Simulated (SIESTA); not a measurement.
**MnAs under changes of volume**

One of the cells (16.959 Å³/atom); the others are scaled copies at fixed shape and fractional positions:

```
CELL_PARAMETERS angstrom
3.71000 0.00000 0.00000
-1.85500 3.21295 0.00000
0.00000 0.00000 5.69100
ATOMIC_POSITIONS crystal
As 0.66667 0.33333 0.75000
As 0.33333 0.66667 0.25000
Mn 0.00000 0.00000 0.50000
Mn 0.00000 0.00000 0.00000
```

| Item | Value |
| --- | --- |
| Program | SIESTA 5.4.2 |
| Functional | LDA |
| Potentials or basis | PseudoDojo 0.4 standard (LDA files) |
| Basis | DZP (energy shift 0.003 Ry; two zetas on semicore shells) |
| Grid cutoff | 800 Ry |
| Energy shift | 0.003 Ry |
| k mesh | 6 × 6 × 4 |
| Occupations | fermi-dirac, width 0.05 eV |
| Spin | collinear spin, ferromagnetic start |
| Starting moments | [0.0, 0.0, 4.0, 4.0] μB |

```csv
volume (Å³/atom),energy over the lowest point (meV/atom),pressure (GPa),moment (μB per cell)
15.942,0.00,-8.1,5.62
16.281,?,?,?
16.620,39.10,-10.5,5.97
16.959,61.96,-11.5,6.11
17.298,87.37,-12.6,6.23
17.638,115.01,-13.5,6.34
17.977,144.46,-14.3,6.46
```

Problem. What does the run at 16.281 Å³/atom give?

Solution. Energy over the lowest point 18.16 meV/atom; pressure -9.4 GPa; moment 5.81 μB per cell.

Worked out: A Birch-Murnaghan fit of order 3 (a polynomial in V^(-2/3)) to the other rows has no minimum within the range. It gives 18.31 meV/atom at 16.281 Å³/atom, against the run's 18.16, and -dE/dV = -9.2 GPa, against -9.4. A parabola through the other rows of the moment, of slope 0.497 μB per Å³/atom there, gives 5.80 μB, against the run's 5.81.

Energies are extrapolated to zero smearing.

Caveats: short orbitals over semicore shells can move pressures by several GPa; the basis of atomic orbitals isn't converged, which shifts pressures, moduli and gaps; only a ferromagnetic start was run, and an antiferromagnetic order may lie lower in energy.
